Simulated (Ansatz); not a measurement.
# AsH2+ (triplet): the correlation ladder at a displaced geometry (v1), cc-pVDZ

How much of the correlation energy of AsH2+ (triplet) does each wave-function method recover here?

The runs use Ansatz 0.2.0, Gaussian basis; cc-pVDZ, correlated electrons: outside noble gas.

Plan: UHF; CCSD(T) on ROHF; CCSD(T) on UHF; BCCD(T) on ROHF; CISD; CCSDT(Q) on ROHF; CCSDT(Q) on UHF; CCSDTQ on ROHF; CASSCF and MRCISD+Q, 6 electrons in 6 orbitals; CASSCF and NEVPT2, 6 electrons in 6 orbitals; Full CI.

**1. What is computed**

The geometry is a PBE0/def2-TZVP stationary point (not a proven minimum) with its atoms shifted at random (size 0.040 Å). No spin-orbit coupling is included. The filled d shell of As may be among the frozen orbitals whatever the setting's name suggests; the logs give the count.

3 atoms, charge 1, spin multiplicity 3.

Atoms are counted from 1 here; the program's logs count them from 0.

Bond lengths: As1–H2 1.513 Å, As1–H3 1.487 Å. Angles: H2–As1–H3 120.6°.

In the tables R marks a restricted open-shell determinant and U an unrestricted one; 'valence' is the active space of 6 electrons in 6 orbitals; correlation energies count from the lowest restricted Hartree-Fock solution.

**2. UHF**

Input file in.yaml:

```yaml
crystal:
  periodic: [false, false, false]
  atoms:
    - {symbol: As, position_ang: [-0.000607, -0.019452, 0.000850]}
    - {symbol: H, position_ang: [-0.001440, 0.693300, -1.334314]}
    - {symbol: H, position_ang: [0.046524, 0.752610, 1.271095]}
basis:
  gaussian: {orbitals: cc-pVDZ}
total_charge: 1
magnetization: {spin_polarized: true, initial_magnetization: 2}
hamiltonian: {xc: hf}
output: {orbitals: {seedname: orbitals}}
```

Command:

```console
$ ansatz run in.yaml --threads 1 --pin off --events-out ev --progress --plain --max-ram 2393MiB
```

After this run come: CCSD(T) on ROHF; CCSD(T) on UHF; BCCD(T) on ROHF; CISD; CCSDT(Q) on ROHF; CCSDT(Q) on UHF; CCSDTQ on ROHF; CASSCF and MRCISD+Q, 6 electrons in 6 orbitals; CASSCF and NEVPT2, 6 electrons in 6 orbitals; Full CI.

Before running them: what should the planned runs give, taken together? Wanted: correlation energy, FCI; RMP2 from FCI; UMP2 from FCI; RCCSD from FCI; RCCSD(T) from FCI; UCCSD(T) from FCI; RCCSDT(Q) from FCI; UCCSDT(Q) from FCI; NEVPT2 valence from FCI.

As calculated:

| quantity | value |
| --- | --- |
| correlation energy, FCI | -2.7202 eV |
| RMP2 from FCI | +14.88 kcal/mol |
| UMP2 from FCI | +14.64 kcal/mol |
| RCCSD from FCI | +1.59 kcal/mol |
| RCCSD(T) from FCI | +0.37 kcal/mol |
| UCCSD(T) from FCI | +0.13 kcal/mol |
| RCCSDT(Q) from FCI | -0.01 kcal/mol |
| UCCSDT(Q) from FCI | -0.25 kcal/mol |
| NEVPT2 valence from FCI | +10.63 kcal/mol |
| MRCISD+Q valence from FCI | +0.07 kcal/mol |
| levels of the table within 1 kcal/mol (43 meV) | RCCSD(T), UCCSD(T), BCCD(T), RCCSDT, UCCSDT, RCCSDT(Q), UCCSDT(Q), RCCSDTQ, MRCISD+Q valence |
| T1 diagnostic | 0.018 |
| effectively unpaired electrons | 2.03 |

What this shows: RCCSD(T) misses by +0.37 kcal/mol, 0.6 % of the correlation energy. UCCSDT, UCCSDT(Q) fall below full CI: unrestricted runs freeze a spin-polarised core, another one than full CI's, and coupled cluster isn't variational. One determinant dominates. Of the multireference levels listed MRCISD+Q valence comes nearest in total energy (+0.07 kcal/mol), which doesn't show that its space is the better one. These misses are within one basis, not against nature; the frozen cores of restricted and unrestricted runs differ, which can shift their rows.
